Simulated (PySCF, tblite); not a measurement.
# C11H5N3S: excited states

Aim: compute the excited states of C11H5N3S (`N#CC(C#N)=C(C#N)/C=C/c1cccs1`).

Computed with tblite 0.8.0 and PySCF 2.14.0 and routines of our own; the level stands in each step. Atoms count from 0.

## Step 1: The system as given

20 atoms, charge 0, multiplicity 1; geometry from: force field or distance geometry start.

## Step 2: Geometry optimisation with GFN2-xTB

The job: settings as JSON, then the geometry in Å.

```
{"job": {"kind": "relax", "xc": "GFN2-xTB", "basis": "xTB"}, "charge": 0, "multiplicity": 1}
N     -5.382200    -0.984500    -0.461500
C     -4.405200    -0.358100    -0.413600
C     -3.150500     0.390200    -0.333900
C     -3.181000     1.830400    -0.375300
N     -3.207800     2.965600    -0.378400
C     -2.060200    -0.328500    -0.253200
C     -2.248100    -1.766200    -0.238700
N     -2.382800    -2.920500    -0.222000
C     -0.712900     0.262700    -0.173300
C      0.297100    -0.564200    -0.086800
C      1.669500    -0.007300    -0.013800
C      2.806800    -0.765900     0.079200
C      3.952800    -0.062300     0.149200
C      3.831600     1.287000     0.101300
S      2.270500     1.711700    -0.004200
H     -0.601600     1.344700    -0.175500
H      0.107600    -1.607300    -0.080100
H      2.761100    -1.871300     0.096100
H      4.951700    -0.545300     0.219900
H      4.678500     1.999800     0.151800
```

Started as:

```sh
OMP_NUM_THREADS=1 python excited_run.py task.json out
```

This one command runs all jobs of the session in turn.

What it wrote:

```text
step      E/eV     max force
  0   -1031.40240    4.356
  1   -1031.75222    5.615
  2   -1031.81989    4.867
  3   -1032.13991    1.226
  4   -1032.19731    0.875
  5   -1032.23955    1.643
  6   -1032.28584    1.613
  7   -1032.31529    0.340
  8   -1032.33036    0.341
  9   -1032.33694    1.039
 10   -1032.34671    0.470
 11   -1032.35075    0.232
 12   -1032.35275    0.139
 13   -1032.35431    0.151
 14   -1032.35637    0.136
 15   -1032.35855    0.149
 16   -1032.36117    0.193
 17   -1032.36472    0.232
 18   -1032.36914    0.224
 19   -1032.37279    0.123
 20   -1032.37456    0.090
 21   -1032.37540    0.073
 22   -1032.37609    0.065
 23   -1032.37674    0.062
 24   -1032.37718    0.048
 25   -1032.37743    0.047
 26   -1032.37766    0.044
 27   -1032.37796    0.046
 28   -1032.37824    0.041
 29   -1032.37845    0.041
 30   -1032.37863    0.036
 31   -1032.37884    0.038
 32   -1032.37912    0.043
 33   -1032.37943    0.039
 34   -1032.37969    0.038
 35   -1032.37992    0.044
 36   -1032.38019    0.059
 37   -1032.38053    0.067
 38   -1032.38094    0.063
 39   -1032.38139    0.050
 40   -1032.38192    0.067
 41   -1032.38256    0.065
 42   -1032.38328    0.074
 43   -1032.38393    0.075
 44   -1032.38441    0.055
 45   -1032.38470    0.058
 46   -1032.38492    0.044
 47   -1032.38511    0.045
 48   -1032.38527    0.036
 49   -1032.38539    0.041
 50   -1032.38547    0.041
 51   -1032.38555    0.026
 52   -1032.38565    0.029
 53   -1032.38576    0.028
 54   -1032.38586    0.033
 55   -1032.38594    0.024
 56   -1032.38601    0.022
 57   -1032.38608    0.021
 58   -1032.38616    0.031
 59   -1032.38622    0.027
 60   -1032.38625    0.015
 61   -1032.38627    0.016
 62   -1032.38629    0.012
 63   -1032.38630    0.010
```

Wall time 1.2 s (1 thread of Arm Neoverse N1, shared host); peak memory 0.18 GiB.

The steps of the relaxation: (not every step is listed)

```
step  energy from step 0 (eV)  largest force (eV/Å)
   0                   0.0000                4.3561
   1                  -0.3498                5.6146
   2                  -0.4175                4.8673
   3                  -0.7375                1.2264
   4                  -0.7949                0.8753
   5                  -0.8372                1.6431
   6                  -0.8834                1.6126
   7                  -0.9129                0.3400
   8                  -0.9280                0.3415
  13                  -0.9519                0.1510
  18                  -0.9667                0.2245
  23                  -0.9743                0.0616
  28                  -0.9758                0.0408
  33                  -0.9770                0.0391
  38                  -0.9785                0.0628
  43                  -0.9815                0.0754
  48                  -0.9829                0.0363
  53                  -0.9834                0.0284
  58                  -0.9838                0.0314
  59                  -0.9838                0.0266
  60                  -0.9839                0.0150
  61                  -0.9839                0.0157
  62                  -0.9839                0.0119
  63                  -0.9839                0.0095
```

Close pairs (by a distance rule), those that changed most:

```
   bond  before (Å)  after (Å)  change (Å)
C13–S14       1.621      1.708      +0.087
C10–S14       1.821      1.746      -0.075
  C2–C5       1.308      1.377      +0.069
 C9–C10       1.483      1.416      -0.067
  C1–C2       1.463      1.410      -0.053
C11–C12       1.347      1.400      +0.053
  C5–C8       1.473      1.426      -0.048
  C8–C9       1.308      1.356      +0.048
```

The end geometry stands in the next job.

## Step 3: Vibrational analysis with GFN2-xTB

The job: settings as JSON, then the geometry in Å.

```
{"job": {"kind": "ir", "xc": "GFN2-xTB", "basis": "xTB"}, "charge": 0, "multiplicity": 1}
N     -5.529825    -0.628919    -0.477868
C     -4.475135    -0.183699    -0.413857
C     -3.185846     0.382019    -0.337595
C     -3.126791     1.790086    -0.360315
N     -3.076403     2.935852    -0.379969
C     -2.050168    -0.391917    -0.249145
C     -2.204511    -1.802249    -0.233947
N     -2.315291    -2.942175    -0.221518
C     -0.736099     0.156237    -0.172853
C      0.381864    -0.605582    -0.083635
C      1.700997    -0.095942    -0.004797
C      2.867021    -0.830117     0.086150
C      4.016060    -0.033253     0.146395
C      3.730019     1.301205     0.102830
S      2.054448     1.614057    -0.013125
H     -0.657249     1.236046    -0.189026
H      0.292930    -1.685658    -0.069382
H      2.876799    -1.905049     0.107922
H      5.014774    -0.423997     0.218534
H      4.417257     2.123733     0.132468
```

What it wrote:

```text
mode    cm-1     km/mol
  1      34.5      0.20
  2      43.4      0.12
  3      50.3      0.32
  4      78.3      3.41
  5     102.6      1.87
  6     117.9      9.98
  7     130.0     14.16
  8     132.3      0.06
  9     212.4     11.21
 10     257.8      0.52
 11     261.7      0.53
 12     291.4      6.71
 13     321.7      0.77
 14     416.5      1.10
 15     423.9      0.05
 16     467.6      0.00
 17     478.7      3.86
 18     524.0      0.61
 19     539.1      0.79
 20     565.4      3.00
 21     568.1     13.52
 22     587.3      1.66
 23     634.6      0.29
 24     696.7     10.12
 25     726.9      1.93
 26     746.1     18.98
 27     769.0     25.85
 28     797.5      1.79
 29     820.6      3.50
 30     856.4      0.99
 31     861.9     30.30
 32     969.7     20.64
 33     982.4      1.25
 34    1074.6      9.13
 35    1080.2     15.41
 36    1169.3      0.83
 37    1207.8     19.43
 38    1228.2     16.70
 39    1248.2      1.62
 40    1277.7     80.34
 41    1306.3    118.28
 42    1366.1      4.19
 43    1415.0    413.24
 44    1497.5    211.80
 45    1527.0     81.21
 46    1579.1    234.67
 47    2335.3    166.39
 48    2364.3    271.78
 49    2375.5    170.01
 50    3050.9      1.51
 51    3071.2     23.06
 52    3132.7      6.92
 53    3142.0     16.40
 54    3164.2      0.79
```

Wall time 2.1 s (1 thread of Arm Neoverse N1, shared host); peak memory 0.18 GiB.

Which atoms move in the most intense modes:

```
cm⁻¹  km/mol                                   atoms
1306   118.3                        C5 48 %, C8 18 %
1415   413.2  C12 35 %, C13 17 %, C10 16 %, C11 13 %
1498   211.8    C5 28 %, C2 27 %, C12 16 %, C13 12 %
1527    81.2    C10 22 %, C11 19 %, C5 17 %, C8 15 %
1579   234.7                        C9 47 %, C8 31 %
2335   166.4      C3 33 %, C1 26 %, N4 22 %, N0 17 %
2364   271.8      C1 27 %, C3 18 %, N0 17 %, C6 16 %
2376   170.0                        C6 44 %, N7 29 %
```

## Step 4: Excited states: TDA B3LYP/def2-SVP

The job, as its differences from that of step 3:

```diff
@@ -1,2 +1,2 @@
-{"job": {"kind": "ir", "xc": "GFN2-xTB", "basis": "xTB"}, "charge": 0, "multiplicity": 1}
+{"job": {"kind": "states", "xc": "B3LYP", "basis": "def2-SVP", "tda": true, "soc": true, "nstates": 6, "ntriplets": 5, "nquad": 4}, "charge": 0, "multiplicity": 1}
 N     -5.529825    -0.628919    -0.477868
```

Level: TDA B3LYP/def2-SVP excited states, vertical, gas phase, spin-orbit mean-field couplings.

What it wrote:

```text
coarse grid: 19856 points
cycle   1  E = -983.6762901357  dE =  2.804e+00  |g| = 8.053e-01  |ddm| = 6.448e+00
cycle   2  E = -982.6690235784  dE =  1.007e+00  |g| = 2.212e+00  |ddm| = 3.020e+00
cycle   3  E = -983.8319011392  dE = -1.163e+00  |g| = 1.606e-01  |ddm| = 2.251e+00
cycle   4  E = -983.8365511449  dE = -4.650e-03  |g| = 1.059e-01  |ddm| = 3.416e-01
cycle   5  E = -983.8395196765  dE = -2.969e-03  |g| = 3.248e-02  |ddm| = 1.671e-01
cycle   6  E = -983.8397832620  dE = -2.636e-04  |g| = 1.009e-02  |ddm| = 4.686e-02
cycle   7  E = -983.8398131988  dE = -2.994e-05  |g| = 2.920e-03  |ddm| = 1.673e-02
cycle   8  E = -983.8398152479  dE = -2.049e-06  |g| = 1.190e-03  |ddm| = 4.077e-03
final grid: 194872 points
cycle   9  E = -983.9829098948  dE = -5.192e-05  |g| = 5.045e-03  |ddm| = 9.130e-02
cycle  10  E = -983.9829029549  dE =  6.940e-06  |g| = 7.163e-03  |ddm| = 1.415e-02
cycle  11  E = -983.9829162110  dE = -1.326e-05  |g| = 1.735e-03  |ddm| = 8.995e-03
cycle  12  E = -983.9829169870  dE = -7.761e-07  |g| = 4.098e-04  |ddm| = 2.206e-03
cycle  13  E = -983.9829170256  dE = -3.854e-08  |g| = 1.363e-04  |ddm| = 5.960e-04
cycle  14  E = -983.9829170280  dE = -2.389e-09  |g| = 1.084e-04  |ddm| = 2.718e-04
cycle  15  E = -983.9829170309  dE = -2.978e-09  |g| = 2.717e-05  |ddm| = 1.257e-04
cycle  16  E = -983.9829170311  dE = -1.382e-10  |g| = 1.223e-05  |ddm| = 3.073e-05
converged SCF energy = -983.9829170311

Singlet excitations
state   eV       nm        f     d(h-e)  d(exc)  Lambda  PR(NTO)  |dmu|/D   mu/D   main configurations
  1   3.4401   360.4   1.11675   2.783   4.945   0.716   1.067    3.617   12.229   H->L 0.81, H-1->L 0.10
  2   3.8194   324.6   0.17930   3.962   5.318   0.452   1.039    8.539   17.163   H-1->L 0.87
  3   4.3526   284.9   0.34629   1.997   5.158   0.789   1.647    2.612    6.062   H->L+1 0.46, H-2->L 0.42
  4   4.9136   252.3   0.00000   2.557   4.510   0.322   1.011    6.239    2.645   H-3->L 0.98
  5   5.1775   239.5   0.21526   0.155   3.739   0.767   2.244                     H->L+1 0.44, H-2->L 0.39
  6   5.2937   234.2   0.00040   1.905   4.293   0.393   1.045                     H-6->L 0.85

Triplet excitations (Tamm-Dancoff)
state   eV     d(h-e)  d(exc)  Lambda  PR(NTO)   main configurations
  1   1.6776   0.537   4.308   0.749   1.038   H->L 0.95
  2   3.0653   0.133   3.563   0.814   1.729   H-2->L 0.69, H->L+1 0.28
  3   3.2249   2.886   4.695   0.420   1.012   H-1->L 0.93
  4   3.6989   1.107   4.793   0.782   1.545   H->L+1 0.66, H-2->L 0.26
  5   4.3805   0.371   3.448   0.701   1.862   H-4->L 0.65, H-2->L+1 0.14, H->L+3 0.13
S1 - T1 = 1.7624 eV

Spin-orbit couplings |<S|Hso|T>| (cm-1)
             T1       T2       T3       T4       T5
S0        0.093    0.038    0.229    0.190    0.218
S1        0.009    0.022    0.060    0.022    0.009
S2        0.034    0.021    0.031    0.025    0.034
S3        0.001    0.006    0.043    0.013    0.009
S4        3.828    4.196    2.590    2.335    1.393
S5        0.011    0.014    0.111    0.043    0.015
S6        5.050    3.209    4.259    1.316    3.091
T1 sublevels (cm-1): 0.000 0.001 0.001   radiative rates (1/s): 0.000377 3.79e-05 0.00494
```

Run time: 2.8 min. Hardware: 1 thread of Arm Neoverse N1, shared host; peak memory 0.98 GiB.

In short:

```
  quantity    value
S1 less T1  1.76 eV
```

## Step 5: Summary of results

```
                                 quantity                  value
strongest single infrared mode (GFN2-xTB)  1415 cm⁻¹, 413 km/mol
             zero-point energy (GFN2-xTB)          78.7 kcal/mol
  S1 less T1 (step 4, TDA B3LYP/def2-SVP)                1.76 eV
```

What this shows: All 54 modes are real, so the xTB geometry is a minimum. The strongest single mode, at 1415 cm⁻¹, is spread over several atoms, C12, C13, C10, C11 among them. GFN2-xTB is a fitted tight-binding method: band positions and strengths are rough. Its intensities can rank the bands wrongly. In step 4, the number of triplets below S1 is 3, and the largest singlet-triplet spin-orbit coupling is S6–T1, 5.05 cm⁻¹.
